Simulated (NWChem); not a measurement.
# BGeSiNH5F (SMILES F[B]1N[SiH2][GeH2]1) at 3 levels

Wanted: a comparison of 3 runs (HF/STO-3G, HF/3-21G, B3LYP/6-31G*) of BGeSiNH5F. 

Program for the calculation: NWChem 7.3.0.

## Step 1: Starting point

BGeSiNH5F has 10 atoms, charge 0, and is taken as a singlet. As SMILES, `F[B]1N[SiH2][GeH2]1`. The shape is that of a PBE0-D4/def2-TZVP optimisation.

Bond lengths: F1–B2 1.328 Å, B2–N3 1.408 Å, N3–Si4 1.769 Å, B2–Ge5 2.095 Å, Si4–Ge5 2.377 Å, N3–H6 1.011 Å, Si4–H7 1.488 Å, Si4–H8 1.488 Å, Ge5–H9 1.534 Å, Ge5–H10 1.534 Å. Some angles: F1–B2–N3 124.0°, F1–B2–Ge5 134.6°, N3–B2–Ge5 101.4°, B2–N3–Si4 107.3°, N3–Si4–Ge5 81.5°, B2–Ge5–Si4 69.8°, B2–N3–H6 124.0°, Si4–N3–H6 128.7°, N3–Si4–H7 111.5°, N3–Si4–H8 111.5°.

## Step 2: Energy and forces at HF/STO-3G (run 1)

Input file geom.nw:

```
start geom
title "BFGeH5NSi"
memory stack 880 mb heap 220 mb global 1100 mb

geometry units atomic noautosym nocenter noautoz
  F   0.17631145  0.12623371  5.06200937
  B   0.09524220  0.06254993  2.55509869
  N   0.82618826 -2.03844757  1.09660807
  Si  0.38418132 -1.22246383 -2.11573737
  Ge -0.99002752  2.62974288 -0.25719173
  H   1.47493124 -3.67721807  1.83473509
  H   2.79944028 -1.33603637 -3.55174025
  H  -1.45338836 -2.93928001 -3.37391702
  H  -3.79343622  3.31382373 -0.52969023
  H   0.63759359  4.98396368 -0.71488339
end

basis spherical bse
  * library STO-3G
end

scf
  thresh 1e-08
  maxiter 80
  print medium
end

task scf gradient
```

On the command line:

```
$ nwchem geom.nw > geom.out
```

Standard output:

```text
[...]
  functions       =    47
[...]
  wavefunction    = RHF
[...]
         Total SCF energy =  -2516.556228005672
      One-electron energy =  -4350.600220184660
      Two-electron energy =   1422.617217089741
 Nuclear repulsion energy =    411.426775089247
        Time for solution =      3.3s
[...]
                         RHF ENERGY GRADIENTS
    atom               coordinates                        gradient
                 x          y          z           x          y          z
   1 F       0.176311   0.126234   5.062009    0.001032  -0.000585   0.019289
   2 B       0.095242   0.062550   2.555099    0.001808  -0.005646  -0.007382
   3 N       0.826188  -2.038448   1.096608    0.009282  -0.023878   0.006588
   4 Si      0.384181  -1.222464  -2.115737    0.001405  -0.001921   0.017825
   5 Ge     -0.990028   2.629743  -0.257192    0.001151  -0.002557   0.004104
   6 H       1.474931  -3.677218   1.834735   -0.003381   0.008723  -0.002247
   7 H       2.799440  -1.336036  -3.551740    0.026783  -0.000172  -0.015789
   8 H      -1.453388  -2.939280  -3.373917   -0.021045  -0.018185  -0.013767
   9 H      -3.793436   3.313824  -0.529690   -0.040685   0.009987  -0.002968
  10 H       0.637594   4.983964  -0.714883    0.023649   0.034233  -0.005653
[...]
```

Wall time 5.7 s (1 thread of AMD EPYC 9R45 (Zen 5), shared host); peak memory 0.1 GiB.

## Step 3: Energy and forces at HF/3-21G (run 2)

Input file bfgeh5nsi.nw:

```
start bfgeh5nsi
title "BFGeH5NSi hf"
memory 2200 mb
charge 0
geometry units angstrom noautosym nocenter noautoz
  F      0.093300     0.066800     2.678700
  B      0.050400     0.033100     1.352100
  N      0.437200    -1.078700     0.580300
  Si     0.203300    -0.646900    -1.119600
  Ge    -0.523900     1.391600    -0.136100
  H      0.780500    -1.945900     0.970900
  H      1.481400    -0.707000    -1.879500
  H     -0.769100    -1.555400    -1.785400
  H     -2.007400     1.753600    -0.280300
  H      0.337400     2.637400    -0.378300
end
basis spherical bse
  * library 3-21G
end
scf
  thresh 1e-08
  maxiter 80
end
task scf gradient
```

On the command line:

```
$ nwchem bfgeh5nsi.nw > bfgeh5nsi.out
```

Standard output:

```text
[...]
  functions       =    72
[...]
  wavefunction    = RHF
[...]
         Total SCF energy =  -2533.341166856552
      One-electron energy =  -4352.623519641659
      Two-electron energy =   1407.855547897898
 Nuclear repulsion energy =    411.426804887209
        Time for solution =      3.6s
[...]
                         RHF ENERGY GRADIENTS
    atom               coordinates                        gradient
                 x          y          z           x          y          z
   1 F       0.176311   0.126234   5.062009   -0.000557  -0.001320  -0.025240
   2 B       0.095242   0.062550   2.555099    0.000912  -0.001469   0.008682
   3 N       0.826188  -2.038447   1.096608   -0.004413   0.010395  -0.011872
   4 Si      0.384181  -1.222464  -2.115737   -0.003945   0.013240   0.026067
   5 Ge     -0.990027   2.629743  -0.257192    0.004674  -0.012595  -0.002100
   6 H       1.474931  -3.677218   1.834735    0.002332  -0.005880   0.002701
   7 H       2.799440  -1.336036  -3.551740    0.000567  -0.001586   0.000455
   8 H      -1.453388  -2.939280  -3.373917    0.000685  -0.001528   0.000469
   9 H      -3.793436   3.313823  -0.529690   -0.000604   0.000194   0.000437
  10 H       0.637594   4.983963  -0.714883    0.000350   0.000550   0.000401
[...]
```

It took 6.3 s on 1 thread of AMD EPYC 9R45 (Zen 5), shared host; peak memory 0.1 GiB.

## Step 4: Energy and gradient at B3LYP/6-31G(d) (Cartesian functions) (run 3)

Input file run.py:

```python
from ase import Atoms
from ase.calculators.nwchem import NWChem

system = Atoms('FBNSiGeHHHHH', positions=[
    [0.093300, 0.066800, 2.678700],
    [0.050400, 0.033100, 1.352100],
    [0.437200, -1.078700, 0.580300],
    [0.203300, -0.646900, -1.119600],
    [-0.523900, 1.391600, -0.136100],
    [0.780500, -1.945900, 0.970900],
    [1.481400, -0.707000, -1.879500],
    [-0.769100, -1.555400, -1.785400],
    [-2.007400, 1.753600, -0.280300],
    [0.337400, 2.637400, -0.378300],
])

calc = NWChem(
    label='input',
    theory='dft',
    memory='2200 mb',
    basis='6-31G*',
    dft={'xc': 'b3lyp', 'mult': '1', 'grid': 'fine', 'convergence': 'energy 1e-08', 'iterations': '100', 'mulliken': None, 'print': 'low'},
)
system.calc = calc

forces = system.get_forces()
e = system.get_potential_energy()
print(f"E = {e:.6f} eV")
print("forces (eV/A):")
for s, f in zip(system.symbols, forces):
    print(f"{s:2s} {f[0]:10.5f} {f[1]:10.5f} {f[2]:10.5f}")
```

On the command line:

```
$ export ASE_NWCHEM_COMMAND="nwchem PREFIX.nwi > PREFIX.nwo"
$ python run.py
```

Standard output:

```text
E = -69356.780947 eV
forces (eV/A):
F    -0.00895    0.04962    0.23556
B    -0.02309    0.07893    0.15257
N     0.00941   -0.01923    0.05579
Si    0.02520   -0.11241   -0.46712
Ge   -0.02273    0.06705    0.07826
H     0.08341   -0.20965    0.10583
H     0.02540   -0.01028   -0.05122
H    -0.01759   -0.02715   -0.05034
H    -0.14491    0.05024   -0.02499
H     0.07384    0.13293   -0.03435
```

The calculator wrote input.nwi:

```
title "input"

permanent_dir input

scratch_dir input

start input

geometry units angstrom nocenter noautosym noautoz
  F  9.3299999999999994e-02 6.6799999999999998e-02 2.6787000000000001e+00
  B  5.0400000000000000e-02 3.3099999999999997e-02 1.3521000000000001e+00
  N  4.3719999999999998e-01 -1.0787000000000000e+00 5.8030000000000004e-01
  Si 2.0330000000000001e-01 -6.4690000000000003e-01 -1.1195999999999999e+00
  Ge -5.2390000000000003e-01 1.3915999999999999e+00 -1.3610000000000000e-01
  H  7.8049999999999997e-01 -1.9459000000000000e+00 9.7089999999999999e-01
  H  1.4814000000000001e+00 -7.0699999999999996e-01 -1.8794999999999999e+00
  H  -7.6910000000000001e-01 -1.5553999999999999e+00 -1.7854000000000001e+00
  H  -2.0074000000000001e+00 1.7536000000000000e+00 -2.8029999999999999e-01
  H  3.3739999999999998e-01 2.6374000000000000e+00 -3.7830000000000003e-01
end

memory 2200 mb

basis noprint
   * library 6-31G*
end

dft
  xc b3lyp
  mult 1
  grid fine
  convergence energy 1e-08
  iterations 100
  mulliken
  print low
end

task dft gradient
```

input.nwo:

```text
Northwest Computational Chemistry Package (NWChem) 7.3.0
             --------------------------------------------------------

           Job information
           ---------------

    nwchem branch   = 7.3.0
    use scalapack   = T
    input           = input.nwi
    prefix          = input.
    data base       = input/input.db
    status          = startup
    nproc           =        1

           Memory information
           ------------------

    heap     =     72089596 doubles =      550.0 Mbytes
    stack    =     72089601 doubles =      550.0 Mbytes
    global   =    144179200 doubles =     1100.0 Mbytes (distinct from heap & stack)
    total    =    288358397 doubles =     2200.0 Mbytes
    verify   = yes
    hardfail = no

[... 40 lines left out ...]
            Nuclear Dipole moment (a.u.)
[... 81 lines left out ...]
   convergence    iter        energy       DeltaE   RMS-Dens  Diis-err    time
[... 13 lines left out ...]
         Total DFT energy =    -2548.814708851115
      One electron energy =    -4365.941882784334
           Coulomb energy =     1529.083298001450
    Exchange-Corr. energy =     -123.382928955440
 Nuclear repulsion energy =      411.426804887209
[... 21 lines left out ...]
    Atom       Charge   Shell Charges
 -----------   ------   -------------------------------------------------------
    1 F    9     9.08   1.98  0.84  3.18  0.49  2.11  0.48
    2 B    5     4.97   1.97  0.28  1.20  0.25  0.72  0.55
    3 N    7     7.45   1.98  0.52  2.36  0.36  1.72  0.52
[... 6 lines of this table left out ...]
   10 H    1     0.94   0.47  0.48

                         DFT ENERGY GRADIENTS

    atom               coordinates                        gradient
                 x          y          z           x          y          z
   1 F       0.176311   0.126234   5.062009    0.000174  -0.000965  -0.004581
   2 B       0.095242   0.062550   2.555099    0.000449  -0.001535  -0.002967
   3 N       0.826188  -2.038447   1.096608   -0.000183   0.000374  -0.001085
[... 6 lines of this table left out ...]
  10 H       0.637594   4.983963  -0.714883   -0.001436  -0.002585   0.000668

 Task  times  cpu:       35.6s     wall:       35.6s
 Total times  cpu:       35.6s     wall:       35.6s
```

Wall time 37 s (1 thread of AMD EPYC 9R45 (Zen 5), shared host); peak memory 0.13 GiB.

## Step 5: Overview of the runs

| run | level | Cartesian functions | iteration cap | energy (Eh) | dipole moment (D) | HOMO energy (eV) | LUMO energy (eV) | wall time |
| --- | --- | --- | --- | --- | --- | --- | --- | --- |
| 1 | HF/STO-3G | no | 80 | -2516.556228 | 1.42 | -7.12 | 9.31 | 5.7 s |
| 2 | HF/3-21G | no | 80 | -2533.341167 | 1.31 | -9.74 | 3.15 | 6.3 s |
| 3 | B3LYP/6-31G* (Cartesian functions) | yes | 100 | -2548.814709 | – | – | – | 37 s |

## Step 6: Outcome

| quantity | value |
| --- | --- |
| run 3: total energy | -2548.81471 Eh |
| run 3: largest force on an atom | 0.481 eV/Å |

In run 1 the basis is minimal, so the values are rough. All runs together took 49 s, the longest 37 s.
